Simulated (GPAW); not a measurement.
# SnSe2 (P-3m1) in GPAW: further runs

The runs below take SnSe2 through eps q, G0W0 quasiparticle levels, equation of state, with PBEsol, PBE.

Program: GPAW 26.7.0. These are calculated values, not measurements. Logs are shortened: lines on timing, memory, paths and dates and some standing lists are left out, and cuts for length are marked. The log counts tension as positive stress, the text compression.

### 1 Starting point

The structure is trigonal, space group P-3m1 (No. 164). Conventional cell: a = 3.811 Å, b = 3.811 Å, c = 6.136 Å, α = 90.00°, β = 90.00°, γ = 120.00°. Around Sn (site symmetry -3m) lie 6 Se at 2.68 Å. Se (site symmetry 3m) is surrounded by 3 Sn at 2.68 Å.

### 2 Eps q, PBEsol

run.py reads:

```python
import numpy as np
from ase.dft.bandgap import bandgap
from ase.io import read, write
from gpaw import GPAW, PW, setup_paths
from gpaw.response.df import DielectricFunction

setup_paths.insert(0, '.')

atoms = read('SnSe2.cif')

calc = GPAW(mode=PW(450),
            xc='PBEsol',
            kpts={'size': (7, 7, 4), 'gamma': True},
            occupations={'name': 'fermi-dirac', 'width': 0.001},
            nbands=24,
            convergence={'density': 1e-06},
            maxiter=150,
            txt='gpaw.txt')
atoms.calc = calc
energy = atoms.get_potential_energy()
calc.write('gs.gpw')
write('result.traj', atoms)
print(f'Energy: {energy:.6f} eV')
print('Fermi level:', round(calc.get_fermi_level(), 4), 'eV')
print(f'Gap: {bandgap(calc)[0]:.4f} eV, direct: {bandgap(calc, direct=True)[0]:.4f} eV')

dense = calc.fixed_density(kpts={'size': (11, 11, 6), 'gamma': True},
                           nbands=49, convergence={'bands': 43},
                           update_fermi_level=True, txt='dense.txt')
dense.write('dense.gpw', mode='all')

df = DielectricFunction('dense.gpw', frequencies=np.array([0.0]), hilbert=False, eta=0.001,
                        ecut=60, nbands=43, txt='df.txt')
for q_c in [[0.0, 0.0, 0.1666666667], [0.0, 0.0, 0.3333333333], [0.0, 0.0, 0.5], [0.0, 0.0, 0.6666666667], [0.0, 0.0, 0.8333333333], [0.0909090909, 0.0909090909, 0.0], [0.1818181818, 0.1818181818, 0.0], [0.2727272727, 0.2727272727, 0.0], [0.4545454545, 0.4545454545, 0.0], [0.7272727273, 0.7272727273, 0.0], [0.9090909091, 0.9090909091, 0.0]]:
    e0, e = df.get_dielectric_function(xc='RPA', q_c=q_c, filename=None)
    q = np.linalg.norm(2 * np.pi * np.array(q_c) @ atoms.cell.reciprocal())
    print(q_c, f'|q| = {q:.4f} 1/A: eps {e0[0].real:.4f} without, {e[0].real:.4f} with local fields')
```

SnSe2.cif reads:

```cif
data_SnSe2
_cell_length_a 3.81100000
_cell_length_b 3.81100000
_cell_length_c 6.13600000
_cell_angle_alpha 90.00000000
_cell_angle_beta 90.00000000
_cell_angle_gamma 120.00000000
_space_group_name_H-M_alt 'P1'
_space_group_name_Hall 'P 1'
_space_group_IT_number 1
loop_
_space_group_symop_operation_xyz
'x,y,z'
loop_
_atom_site_label
_atom_site_type_symbol
_atom_site_symmetry_multiplicity
_atom_site_Wyckoff_symbol
_atom_site_fract_x
_atom_site_fract_y
_atom_site_fract_z
_atom_site_occupancy
Sn1 Sn 1 a 0.0000000000 0.0000000000 0.0000000000 1
Se1 Se 1 a 0.6666666667 0.3333333333 0.7510000000 1
Se2 Se 1 a 0.3333333333 0.6666666667 0.2490000000 1
```

Potentials or basis: PAW data sets generated in the run's folder for this functional, pw.

Started as:

```console
$ gpaw-setup -f PBEsol Se Sn
$ OMP_NUM_THREADS=1 python run.py
```

gpaw.txt:

```text
__  _  _
 | _ |_)|_||  |
 |__||  | ||/\| - 26.7.0

Input parameters:
  mode=PW(ecut=450.00000000000006),
  convergence={'density': 1e-06},
  kpts=MonkhorstPack(size=(7, 7, 4), gamma=True),
  maxiter=150,
  nbands=24,
  occupations=Occupations(name='fermi-dirac', width=0.001),
  xc=XC(name='PBEsol')

Diagonalizing LCAO Hamiltonian
Converting LCAO to pw mode

             Se

         Se

       Sn

Atoms  # Å, Bohr magnetons
|   | symbol |         x |        y |        z |    initial magnetic moments |
|---|--------|-----------|----------|----------|-----------------------------|
| 0 |     Sn |  0.000000 | 0.000000 | 0.000000 | ( 0.0000,  0.0000,  0.0000) |
| 1 |     Se |  1.905500 | 1.100141 | 4.608136 | ( 0.0000,  0.0000,  0.0000) |
| 2 |     Se | -0.000000 | 2.200282 | 1.527864 | ( 0.0000,  0.0000,  0.0000) |

Unit cell  # Å
| periodic |         x |        y |        z |  lengths |     angles |
|----------|-----------|----------|----------|----------|------------|
|      yes |  3.811000 | 0.000000 | 0.000000 | 3.811000 |  90.000000 |
|      yes | -1.905500 | 3.300423 | 0.000000 | 3.811000 |  90.000000 |
|      yes |  0.000000 | 0.000000 | 6.136000 | 6.136000 | 120.000000 |

Number of symmetries: 12
Symmetry operations  # r_c * U_cc + t_c -> r_c
|    | kind |            matrix            |
|----|------|------------------------------|
|  0 |  σ   |  1, 1, 0,  0,-1, 0,  0, 0, 1 |
|  1 |  S6  |  1, 1, 0, -1, 0, 0,  0, 0,-1 |
|  2 |  E   |  1, 0, 0,  0, 1, 0,  0, 0, 1 |
|  3 |  C2  |  1, 0, 0, -1,-1, 0,  0, 0,-1 |
|  4 |  C2  |  0, 1, 0,  1, 0, 0,  0, 0,-1 |
|  5 |  C3  |  0, 1, 0, -1,-1, 0,  0, 0, 1 |
|  6 |  S6  |  0,-1, 0,  1, 1, 0,  0, 0,-1 |
|  7 |  σ   |  0,-1, 0, -1, 0, 0,  0, 0, 1 |
|  8 |  σ   | -1, 0, 0,  1, 1, 0,  0, 0, 1 |
|  9 |  i   | -1, 0, 0,  0,-1, 0,  0, 0,-1 |
| 10 |  C3  | -1,-1, 0,  1, 0, 0,  0, 0, 1 |
| 11 |  C2  | -1,-1, 0,  0, 1, 0,  0, 0,-1 |

BZ-sampling:
  Number of BZ points: 196
  Number of IBZ points: 28

  Monkhorst-Pack size: [7, 7, 4]
  Monkhorst-Pack shift: [0.0, 0.0, 0.125]

K-points  # in reciprocal-cell coordinates
|     |                                coordinates |     weight |
|-----|--------------------------------------------|------------|
|   0 | (  0.00000000,   0.00000000,   0.00000000) | 0.00510204 |
|   1 | (  0.00000000,   0.00000000,   0.25000000) | 0.01020408 |
|   2 | (  0.00000000,   0.00000000,   0.50000000) | 0.00510204 |
|   3 | (  0.14285714,   0.00000000,  -0.25000000) | 0.03061224 |
|   4 | (  0.14285714,   0.00000000,   0.00000000) | 0.03061224 |
|   5 | (  0.14285714,   0.00000000,   0.25000000) | 0.03061224 |
|   6 | (  0.14285714,   0.00000000,   0.50000000) | 0.03061224 |
|   7 | (  0.28571429,  -0.14285714,   0.00000000) | 0.03061224 |
|   8 | (  0.28571429,  -0.14285714,   0.25000000) | 0.06122449 |
|   9 | (  0.28571429,  -0.14285714,   0.50000000) | 0.03061224 |
| ... |                                            |            |
|  27 | (  0.42857143,   0.42857143,   0.50000000) | 0.03061224 |

Plane wave coefficients: 1701
Cutoff: 450.00000000000006 eV

Spin-components: 1 (collinear spins)
Bands:           24
Projectors:      16
Spin-degeneracy: 2
Datatype:        complex128

Density:
  Valence electrons: 26.0
  Components: 1
  Grid points: [20 20 32]
  Charge: 0.0  # |e|

Potential:
  Grid points: [20 20 32]

species:
  Sn:
    name:    Tin
    Z:       50.0
    valence: 14
    core:    36
    charge:  0.0  # [|e|]
    compensation charges:
      type: gauss
      rc: 0.38  # [Å]
      lmax: 2
    cutoffs:
      filter: 2.23  # [Å]
      core: 2.35  # [Å]
    projectors
    | kind |    occ | energy [eV] | rcut [Å] |
    |------|--------|-------------|----------|
    |   5s |  2.000 |     -10.584 |    1.201 |
    |   5p |  2.000 |      -3.711 |    1.270 |
    |   4d | 10.000 |     -25.798 |    1.185 |
    |    s |        |      16.628 |    1.201 |
    |    p |        |      23.501 |    1.270 |
    |    d |        |       1.413 |    1.185 |

    Using partial waves for Sn as LCAO basis

  Se:
    name:    Selenium
    Z:       34.0
    valence: 6
    core:    28
    charge:  0.0  # [|e|]
    compensation charges:
      type: gauss
      rc: 0.27  # [Å]
      lmax: 2
    cutoffs:
      filter: 1.77  # [Å]
      core: 2.67  # [Å]
    projectors
    | kind |    occ | energy [eV] | rcut [Å] |
    |------|--------|-------------|----------|
    |   4s |  2.000 |     -17.281 |    0.847 |
    |   4p |  4.000 |      -6.511 |    1.005 |
    |    s |        |       9.930 |    0.847 |
    |    p |        |      20.700 |    1.005 |
    |    d |        |       0.000 |    0.847 |

    Using partial waves for Se as LCAO basis

Reference energy: -300052.566556  # eV

eigensolver:
  PPCG
  Converge bands: occupied
  niter=2

density mixing:
  MSR1-Mixer
  Pratt-step length: 0.05
  Maximum mixing coefficient: 0.75
  Old densities: 10
  SVD Regularization: 0.005
  Good broyden scale: 1.0
  Trust region scale: 1.0
  Backstep threshold: 4.0
  History deletion threshold: 6.0
  Fourier metric: weight=20.0, sigma=0.015

occupation numbers:
  Fermi-Dirac:
    width: 0.0010  # eV

poisson solver:
  ecut: 3600.0000000000005  # eV

xc functional:
  name: PBEsol with 2 nearest neighbor stencil

convergence criteria:
- Maximum integral of absolute [dens]ity change: 1e-06 electrons / valence electron
- Maximum [total energy] change in last 3 cyles: 0.0005 eV / valence electron
- Maximum integral of absolute [eigenst]ate change: 4e-08 eV^2 / valence electron
maximum number of iterations: 150

SCF iterations
|iter     | |      energy | eigst |  dens |
|---------|-|-------------|-------|-------|
|iter:   1| |  -13.340951 | -0.03 |       |
|iter:   2| |  -13.292026 | -2.25 | -1.25 |
|iter:   3| |  -13.110869 | -2.10 | -1.28 |
|iter:   4| |  -13.102564 | -2.86 | -1.80 |
|iter:   5| |  -13.102211c| -4.32 | -2.40 |
|iter:   6| |  -13.102128c| -4.74 | -2.68 |
|iter:   7| |  -13.102140c| -5.98 | -3.42 |
|iter:   8| |  -13.102142c| -6.98 | -4.03 |
|iter:   9| |  -13.102142c| -7.50c| -4.78 |
|iter:  10| |  -13.102142c| -8.10c| -5.49 |
|iter:  11| |  -13.102142c| -8.56c| -6.04c|

Converged in 11 steps
Energy contributions relative to reference atoms: (reference = -300052.566556)

Energy contributions:
  Kinetic:          26.529309
  Coulomb:         -23.955619
  Zero:             -0.138128
  External:          0.000000
  Xc:              -15.537703
  Entropy:          -0.000000
  Spinorbit:         0.000000
  ----------------------------
  Free energy:     -13.102142
  Extrapolated:    -13.102142

dipole moment: (-6.368156, -11.029970, -20.506433)  # |e|*Ang

Fermi level: 5.499
Eigenvalues  # (at kpt = [0.000, 0.000, 0.000])
| band index |      eig [eV] | occ [0-2] |
|------------|---------------|-----------|
|          0 |       -16.158 |     2.000 |
|        ... |               |           |
|          5 |        -9.000 |     2.000 |
|          6 |        -7.209 |     2.000 |
|          7 |        -1.076 |     2.000 |
|          8 |         4.311 |     2.000 |
|          9 |         4.311 |     2.000 |
|         10 |         4.629 |     2.000 |
[... 8 lines left out ...]
|         19 |        13.924 |     0.000 |
|         20 |        14.512 |     0.000 |
|        ... |               |           |
|         23 |        15.768 |     0.000 |

Gap: 0.743 eV
Transition (v -> c):
  (s=0, k=0, n=12, [0.00, 0.00, 0.00]) -> (s=0, k=18, n=13, [0.43, 0.00, -0.25])
Direct/indirect transitions are different
Direct gap: 1.006 eV
Transition at: (s=0, k=0, n=12, [0.00, 0.00, 0.00])
# Writing to gs.gpw (mode='')
```

Wall time 5.5 min (1 thread of Arm Neoverse V2, shared host); peak memory 0.44 GiB.

What came out:

```
Free energy            : -13.1021 eV
Band gap on the k mesh : 0.74 eV, indirect (least direct gap 1.01 eV)
```

Caveat: spin-orbit coupling is left out, which moves the levels of the heavy elements; an odd mesh through Γ misses points on the zone boundary, where band edges often lie.

[end of part 1 of 2]
